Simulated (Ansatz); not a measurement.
**Ga3BAs4: the band gap up the ladder of functionals**

The task here is to estimate one member of a computed series from the others.

The runs shown are made with Ansatz 0.2.0. PAW datasets, plane waves. These are computed values for a spin-unpolarised cell that may be hypothetical; none is a measurement.

### Starting point

The cell was relaxed beforehand with r2SCAN.

Space group I-42m (No. 121), tetragonal; a = 5.454 Å, c = 10.837 Å in the conventional setting, 20.15 Å³ an atom. B has 4 As at 2.12 Å; As has 1 B at 2.12 Å and 3 Ga at 2.43–2.48 Å; Ga has 4 As at 2.43 Å; Ga has 4 As at 2.48 Å.

As a file:

```cif
data_structure
_symmetry_space_group_name_H-M 'P 1'
_symmetry_Int_Tables_number 1
_cell_length_a 6.6509
_cell_length_b 6.6509
_cell_length_c 6.6509
_cell_angle_alpha 131.590
_cell_angle_beta 131.590
_cell_angle_gamma 70.877
_cell_volume 161.17
loop_
_atom_site_label
_atom_site_type_symbol
_atom_site_fract_x
_atom_site_fract_y
_atom_site_fract_z
_atom_site_occupancy
B1 B 0.00000 0.00000 0.00000 1
As1 As 0.33722 0.33722 0.44393 1
Ga1 Ga 0.75000 0.25000 0.50000 1
As2 As 0.10671 0.66278 0.00000 1
Ga2 Ga 0.50000 0.50000 0.00000 1
As3 As 0.89329 0.89329 0.55607 1
Ga3 Ga 0.25000 0.75000 0.50000 1
As4 As 0.66278 0.10671 0.00000 1
```

Set-up of the first run:

The input, input.yaml:

```yaml
crystal:
  lattice:
    - [-2.7268920788, 2.7268920788, 5.418734968]
    - [2.7268920788, -2.7268920788, 5.418734968]
    - [2.7268920788, 2.7268920788, -5.418734968]
  atoms:
    - { symbol: B, position: [0.0, 0.0, 0.0] }
    - { symbol: As, position: [0.3372211359, 0.3372211359, 0.4439296942] }
    - { symbol: Ga, position: [0.75, 0.25, 0.5] }
    - { symbol: As, position: [0.1067085583, 0.6627788641, 0.0] }
    - { symbol: Ga, position: [0.5, 0.5, 0.0] }
    - { symbol: As, position: [0.8932914417, 0.8932914417, 0.5560703058] }
    - { symbol: Ga, position: [0.25, 0.75, 0.5] }
    - { symbol: As, position: [0.6627788641, 0.1067085583, 0.0] }
kpoints:
  mp_grid: { grid: [6, 6, 6] }
  band_path:
    path:
      - [[0.0, 0.0, 0.0], [-3.142738694886e-18, 3.142738694886e-18, 0.5], [0.25, 0.25, 0.25], [-1.733838453455e-17, 0.5, 1.733838453455e-17], [0.0, 0.0, 0.0], [0.5, 0.5, -0.5], [0.3133111335378, 0.6866888664622, -0.3133111335378]]
      - [[-0.3133111335378, 0.3133111335378, 0.3133111335378], [0.0, 0.0, 0.0]]
      - [[-3.142738694886e-18, 3.142738694886e-18, 0.5], [-0.1266222670755, 0.1266222670755, 0.5]]
      - [[0.5, 0.5, -0.1266222670755], [0.5, 0.5, -0.5]]
    npoints: 10
hamiltonian:
  xc: pbe
scf:
  occupations: { method: fermi_dirac, width: 0.02 }
  n_extra_bands: 6
output:
  forces: true
  stress: true
  eigenvalues: true
```

Started as:

```
ansatz run input.yaml --threads 4 --pin off --max-ram 6451MiB --backend cpu --events-out ev --progress --plain --runs-dir out
```

Among the steps run: PBE band path; Single point with r2SCAN; HSE06 at the same geometry; PBE+SOC at the same geometry; Single point with PBE0.

One table of the session follows, with a row left open; its other results are not shown here.

| level | gap (eV) |
| --- | --- |
| PBE | 0.88 |
| r2SCAN | 1.19 |
| HSE06 | 1.60 |
| PBE+SOC | 0.77 |
| PBE0 | ? |

Estimate the missing values for PBE0.

The run gave: gap (eV): 2.22. In the column «gap (eV)» it is the highest.

Meshes: PBE 6×6×6, r2SCAN 6×6×6, HSE06 4×4×4, PBE+SOC 6×6×6, PBE0 4×4×4

The gap runs from 0.77 eV (PBE+SOC) to 2.22 eV (PBE0). Against HSE06, PBE is short by 0.72 eV, at 55 % of it, and r2SCAN 75 %. PBE0 lies 0.62 eV above HSE06, which differs from it by screening the long-range exchange. The levels disagree on whether the gap is direct.

Caveats from the session: Warnings in the runs' records: stress exchange threshold loose, stress scf threshold loose.
